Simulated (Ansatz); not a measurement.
# AsSi: the cost of one run

All numbers are computed with Ansatz 0.2.0 through its Python package. The levels of theory stand in the script.

**1. The system**

Bond lengths: Si1–As2 2.290 Å.

No structure file is read: the coordinates are typed or built in the script.

**2. Script**

File x2c.py:

```python
import warnings

import ansatz as az
import numpy as np


def main() -> None:
    warnings.simplefilter("ignore", az.DeckWarning)

    geometry_ang = [
        ("Si", [0.0, 0.0, 0.0]),
        ("As", [0.0, 0.0, 2.29]),
    ]
    assi = az.Crystal.molecule()
    for symbol, xyz in geometry_ang:
        assi = assi.atom(symbol, xyz)

    base = assi.calculation().functional("b3lyp", dispersion="d4").spin("collinear", total=1).forces()
    sets = {"none": "cc-pVTZ", "scalar": "cc-pVTZ-DK"}
    found = {kind: base.basis(gaussian=basis).pseudopotentials(relativity=kind).run(threads=1, backend="cpu").report for kind, basis in sets.items()}
    for kind, each in found.items():
        dipole = 4.803205 * np.linalg.norm(each["charge_distribution"]["dipole_moment_e_ang"])
        print(f"{kind:7s} E = {each['free_energy_ev']:.4f} eV  dipole {dipole:.3f} D  largest force component {np.abs(each['forces_ev_ang']).max():.4f} eV/A")
    print(f"relativity lowers the total energy by {found['none']['free_energy_ev'] - found['scalar']['free_energy_ev']:.3f} eV")


if __name__ == "__main__":
    main()
```

**3. What the engine is handed**

The package turns the script's settings into the engine's input (first run):

```yaml
crystal:
  periodic: [false, false, false]
  atoms:
    - { symbol: Si, position_ang: [0.0, 0.0, 0.0] }
    - { symbol: As, position_ang: [0.0, 0.0, 2.29] }
basis:
  gaussian:
    orbitals: cc-pVTZ
hamiltonian:
  xc: b3lyp
  dispersion: d4
  pseudopotentials:
    relativity: none
magnetization:
  spin_polarized: true
  initial_magnetization: 1.0
output:
  forces: true
```

**4. Running it**

Started as:

```sh
> python x2c.py
```

**Question.** How long does this script take on 1 thread of Arm Neoverse V2, shared host, and how much memory does it need?

About 12 s, with a peak of 0.23 GiB.
